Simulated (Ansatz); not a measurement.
Crystal: Ge2Sb2Te5.

```xyz
9
Lattice="4.2941 0.0000 0.0000 -2.1470 3.7188 0.0000 0.0000 0.0000 17.1013" Properties=species:S:1:pos:R:3 pbc="T T T"
Te    2.1470    1.2396    7.1807
Te    0.0000    2.4792    9.9206
Te    0.0000    2.4792    3.4466
Te    2.1470    1.2396   13.6547
Te    0.0000    0.0000    0.0000
Sb    0.0000    0.0000    5.4736
Sb    0.0000    0.0000   11.6278
Ge    2.1470    1.2396    1.7596
Ge    0.0000    2.4792   15.3417
```

The cell comes from a database or a generator and needn't be the stable form of this composition.

```yaml
Program: Ansatz 0.2.0
Task: relaxation of cell and atoms
Functional: PBE
Dispersion: D4
Potentials_or_basis: Ansatz PAW
Cutoff: "420 eV (not typed: the program's choice for these potentials)"
k_mesh: 7 × 7 × 2
Occupations: fermi-dirac, width 0.05 eV
Spin: no spin polarisation
```

At the start: volume 30.34 Å³/atom.

Q: How do energy, volume and symmetry change on relaxing?

A: It ends after 6 steps and the volume is 29.05 Å³/atom (-4.3 %); space group P-3m1 (No. 164, to 0.05 Å).

Step by step:
| step | energy change (eV) | largest force (eV/Å) | volume (Å³) |
| --- | --- | --- | --- |
| 1 | 0.0000 | 0.0767 | 273.09 |
| 2 | -0.0567 | 0.2562 | 259.40 |
| 3 | -0.0724 | 0.0291 | 261.67 |
| 4 | -0.0726 | 0.0257 | 261.84 |
| 5 | -0.0729 | 0.0059 | 261.45 |
| 6 | -0.0709 | 0.0059 | 261.45 |

Final structure:
```xyz
9
Lattice="4.2301 0.0000 0.0000 -2.1150 3.6634 0.0000 0.0000 0.0000 16.8715" Properties=species:S:1:pos:R:3 pbc="T T T"
Te    2.1150    1.2211    7.0912
Te    0.0000    2.4422    9.7803
Te    0.0000    2.4422    3.3591
Te    2.1150    1.2211   13.5124
Te    0.0000    0.0000    0.0000
Sb    0.0000    0.0000    5.3660
Sb    0.0000    0.0000   11.5055
Ge    2.1150    1.2211    1.7002
Ge    0.0000    2.4422   15.1713
```

Caveat: the plane-wave basis is chosen anew once the cell has moved, so the energies of steps on either side of that aren't comparable.
